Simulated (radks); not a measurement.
# Nb²⁺ in [Kr] 4d3: an all-electron calculation

Wanted: eigenvalues, radial structure and energy terms of the niobium ion Nb2+.

Program: radks (a radial shooting solver on a logarithmic mesh, Libxc functionals) version 1. Level of theory: scalar-relativistic Kohn-Sham, PW91, spin-polarised, spherical densities, finite nucleus; open shells are filled with parallel spins first. These are calculated values, not measurements, unless marked.

## (1) The system

| Quantity | Value |
| --- | --- |
| element | niobium (Z = 41) |
| charge | +2 |
| electrons | 39 |
| configuration | [Kr] 4d3 |
| nuclear rms radius | 4.324 fm |

Outer shells as boxes (Hund's rule):

Nb²⁺
```
[Kr] core
4d [↑ ][↑ ][↑ ][  ][  ]
```

## (2) Self-consistent calculation

Settings of this run:

```text
Z 41
configuration [Kr] 4d3 5s0 5p0
relativity scalar-relativistic
functional pw91,pw91
spin polarised
nucleus finite rms 4.324 fm
c 137.035999084
```

**Question.** What will this run give?

As calculated:

```
                        quantity                   value
                    total energy     -3819.54223 hartree
exchange-correlation share of it                  3.11 %
                            −T/E                  1.0296
          highest occupied level       4d up, -20.042 eV
    most extended occupied level  4d up, <r> = 1.84 bohr
 radius at density 0.001 e/bohr³               3.62 bohr
    maxima of the radial density                       4
         ionisation energy, NIST   25.040 (semi-emp.) eV
```

The radial density shows 4 maxima for 4 occupied principal shells. −T/E is 1.030: with relativity the kinetic term as defined here no longer equals −E. Minus the highest eigenvalue, 20.042 eV, is 80 % of the tabulated ionisation energy (25.040 eV); the potential of a semilocal functional falls off too fast, so its top eigenvalue is too shallow. Open shells are spherical and high-spin; term and fine-structure splittings are not resolved.
